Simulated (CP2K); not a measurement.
**Two attempts at C2H2FGe (SMILES C#[C][GeH][F])**

Aim: energy and gradient of C2H2FGe at IPEA1-xTB.

The results are computed with CP2K 2026.2.

4 further runs of the same task are left out: 4 set aside as unsound or not needed.

## Step 1: Starting point

C2H2FGe: 6 atoms, total charge 0, spin state doublet. SMILES: `C#[C][GeH][F]`. The shape is that of a PBE0-D4/def2-TZVP optimisation.

Bond lengths: C1–C2 1.208 Å, C2–Ge3 1.890 Å, Ge3–F4 1.742 Å, C1–H5 1.066 Å, Ge3–H6 1.546 Å. Angles: C1–C2–Ge3 172.4°, C2–Ge3–F4 106.6°, C2–C1–H5 178.7°, C2–Ge3–H6 112.0°, F4–Ge3–H6 106.4°.

## Step 2: First attempt

Contents of molecule.xyz:

```xyz
6

C     -0.259200     0.074500    -1.769000
C      0.006200     0.034600    -0.591400
Ge     0.661100    -0.021100     1.180400
F     -0.021800    -1.442400     1.919600
H     -0.516900     0.107000    -2.803300
H      0.172500     1.183400     2.017600
```

Contents of run.inp:

```
&global
  project_name run
  run_type ENERGY_FORCE
  print_level MEDIUM
&end global

&force_eval
  method QUICKSTEP
  &dft
    charge 0
    multiplicity 2
    uks T
    &qs
      method XTB
      eps_default 1.0E-10
      &xtb
        gfn_type TBLITE
        &tblite
          method IPEA1
        &end tblite
        check_atomic_charges F
      &end xtb
    &end qs
    &poisson
      periodic NONE
      poisson_solver ANALYTIC
    &end poisson
    &scf
      scf_guess ATOMIC
      eps_scf 1.0E-07
      max_scf 150
      added_mos 2
      &diagonalization
        algorithm STANDARD
      &end diagonalization
      &mixing
        method DIRECT_P_MIXING
        alpha 0.4
      &end mixing
    &print
      &moments
        periodic F
        reference COM
        max_moment 1
      &end moments
      &mo ON
        energies T
        occupation_numbers T
        ndigits 6
        &each
          qs_scf 0
        &end each
        add_last NUMERIC
      &end mo
      &hirshfeld OFF
      &end hirshfeld
    &end print
  &end dft
  &subsys
    &cell
      abc [angstrom] 17.2 18.6 20.8
      periodic NONE
    &end cell
    &topology
      coord_file_name molecule.xyz
      coord_file_format XYZ
      &center_coordinates
      &end center_coordinates
    &end topology
  &end subsys
  &print
    &forces ON
    &end forces
  &end print
&end force_eval
```

Started as:

```console
$ OMP_NUM_THREADS=1 cp2k.psmp run.inp > run.out
```

What it wrote:

```text
Possible matches for unknown subsection

 MOMENTS

   subsection MOMENTS in section %__ROOT__%FORCE_EVAL%DFT%ENERGY_CORRECTION%PRINT score:  110
   subsection MOMENTS in section %__ROOT__%FORCE_EVAL%DFT%REAL_TIME_PROPAGATION%PRINT score:  110
   subsection MOMENTS in section %__ROOT__%FORCE_EVAL%DFT%PRINT score:  110
   subsection MOMENTS_FT in section %__ROOT__%FORCE_EVAL%DFT%REAL_TIME_PROPAGATION%PRINT score:  107
   enum SILENT in section %__ROOT__%GLOBAL%PRINT for keyword _SECTION_PARAMETERS_ score:  106

 *******************************************************************************
 *   ___                                                                       *
 *  /   \                                                                      *
 * [ABORT]                                                                     *
 *  \___/               unknown subsection MOMENTS of section PRINT            *
 *    |                                                                        *
 *  O/|                                                                        *
 * /| |                                                                        *
 * / \                                               input/input_parsing.F:192 *
 *******************************************************************************

 ===== Routine Calling Stack =====

            6 section_vals_parse
            5 section_vals_parse
            4 section_vals_parse
            3 section_vals_parse
            2 section_vals_parse
            1 read_input

Program received signal SIGABRT: Process abort signal.

Backtrace for this error:
#0  0x5e253c11f957 in ???
#1  0x5e255c9d4cac in __pthread_kill_implementation
#2  0x5e255c97bfb7 in raise
#3  0x5e255c965d37 in abort
#4  0x5e253c7f2d83 in ???
#5  0x5e253c7f4297 in ???
#6  0x5e253c963e77 in ???
#7  0x5e253c9638f7 in ???
#8  0x5e253c9638f7 in ???
#9  0x5e253c9638f7 in ???
#10  0x5e253c9638f7 in ???
#11  0x5e253c239807 in ???
#12  0x5e253caa4e8b in ???
#13  0x5e253caa9d0b in ???
#14  0x5e253c1c0db3 in ???
#15  0x5e253c1bef13 in ???
#16  0x5e255c966573 in __libc_start_call_main
#17  0x5e255c966657 in __libc_start_main_impl
#18  0x5e253c1bf06f in ???
#19  0xffffffffffffffff in ???
```

Wall time 0.24 s (1 thread of Arm Neoverse V2, shared host).

## Step 3: Reading the log

The input was rejected.

The telling line is `\___/               unknown subsection MOMENTS of section PRINT`. The fault: a section of the input isn't closed.

## Step 4: The mended input

molecule.xyz is that of step 2.

Contents of calc.inp:

```
&GLOBAL
  PROJECT calc
  RUN_TYPE ENERGY_FORCE
  PRINT_LEVEL MEDIUM
&END GLOBAL

&FORCE_EVAL
  METHOD Quickstep
  &DFT
    MULTIPLICITY 2
    UKS T
    &QS
      METHOD XTB
      EPS_DEFAULT 1.0E-10
      &XTB
        GFN_TYPE TBLITE
        &TBLITE
          METHOD IPEA1
        &END TBLITE
        CHECK_ATOMIC_CHARGES F
      &END XTB
    &END QS
    &POISSON
      PERIODIC NONE
      POISSON_SOLVER ANALYTIC
    &END POISSON
    &SCF
      SCF_GUESS ATOMIC
      EPS_SCF 1.0E-07
      MAX_SCF 150
      ADDED_MOS 2
      &DIAGONALIZATION
        ALGORITHM STANDARD
      &END DIAGONALIZATION
      &MIXING
        METHOD DIRECT_P_MIXING
        ALPHA 0.4
      &END MIXING
    &END SCF
    ! extra output
    &PRINT
      &MOMENTS
        PERIODIC F
        REFERENCE COM
        MAX_MOMENT 1
      &END MOMENTS
      &MO ON
        ENERGIES T
        OCCUPATION_NUMBERS T
        NDIGITS 6
        &EACH
          QS_SCF 0
        &END EACH
        ADD_LAST NUMERIC
      &END MO
      &HIRSHFELD OFF
      &END HIRSHFELD
    &END PRINT
  &END DFT
  &SUBSYS
    &CELL
      ABC 17.2 18.6 20.8
      PERIODIC NONE
    &END CELL
    &TOPOLOGY
      COORD_FILE_NAME molecule.xyz
      COORD_FILE_FORMAT XYZ
      &CENTER_COORDINATES
      &END CENTER_COORDINATES
    &END TOPOLOGY
  &END SUBSYS
  &PRINT
    &FORCES ON
    &END FORCES
  &END PRINT
&END FORCE_EVAL
```

Started as:

```console
$ OMP_NUM_THREADS=1 cp2k.psmp -i calc.inp -o calc.out
```

What it wrote:

```text
CP2K| version string:                                       CP2K version 2026.2
[...]
 GLOBAL| Method name                                                        CP2K
[...]
 GLOBAL| Run type                                                   ENERGY_FORCE
[...]
                             - Atoms:                                          6
[...]
                             - Spherical basis functions:                     28
[...]
 Number of electrons:                                                         11
[...]
  *** SCF run converged in    17 steps ***
[...]
  Fermi energy:                                                -0.41343373094512
[...]
 TB_DIPOLE| Moment [Debye]         -0.32023234       1.63985723      -3.08915965
 TB_DIPOLE| Derivative [a.u.]       0.00000000       0.00000000       0.00000000
[...]
 ENERGY| Total FORCE_EVAL ( QS ) energy [hartree]            -13.402276072420687
 FORCES| Atomic forces [hartree/bohr]
 FORCES|   Atom     x               y               z               |f|
 FORCES|      1 -5.10711144E-03  6.66509329E-05 -3.61265942E-02   3.64858580E-02
 FORCES|      2 -1.71099748E-03 -1.16850652E-04  2.89118454E-02   2.89626651E-02
 FORCES|      3  1.40927136E-02  2.64816460E-02  9.57351255E-03   3.14886375E-02
 FORCES|      4 -9.28951363E-03 -9.68966936E-03  4.67724906E-03   1.42148308E-02
 FORCES|      5  3.33593423E-04  1.80987738E-04  4.71471856E-03   4.72996958E-03
 FORCES|      6  1.68131548E-03 -1.69227646E-02 -1.17507314E-02   2.06709088E-02
 FORCES| Sum    -8.02309608E-18  3.12250226E-17 -5.55111512E-17
 FORCES| Total atomic force                                       6.41939251E-17
[...]
```

Run time: 0.24 s. Hardware: 1 thread of Arm Neoverse V2, shared host.

## Step 5: Outcome

At IPEA1-xTB:

| quantity | value |
| --- | --- |
| total energy | -13.40228 Eh |
| dipole moment (from atomic charges alone) | 3.51 D |
| HOMO energy (highest over α and β) | -11.45 eV |
| LUMO energy (lowest over α and β) | -11.05 eV |
| largest force on an atom | 1.876 eV/Å |

**Reading.** The dipole comes from point charges on the atoms alone, without atomic dipoles, so it is partial. The largest force is 1.88 eV/Å: the shape isn't a stationary point for this species at this level.
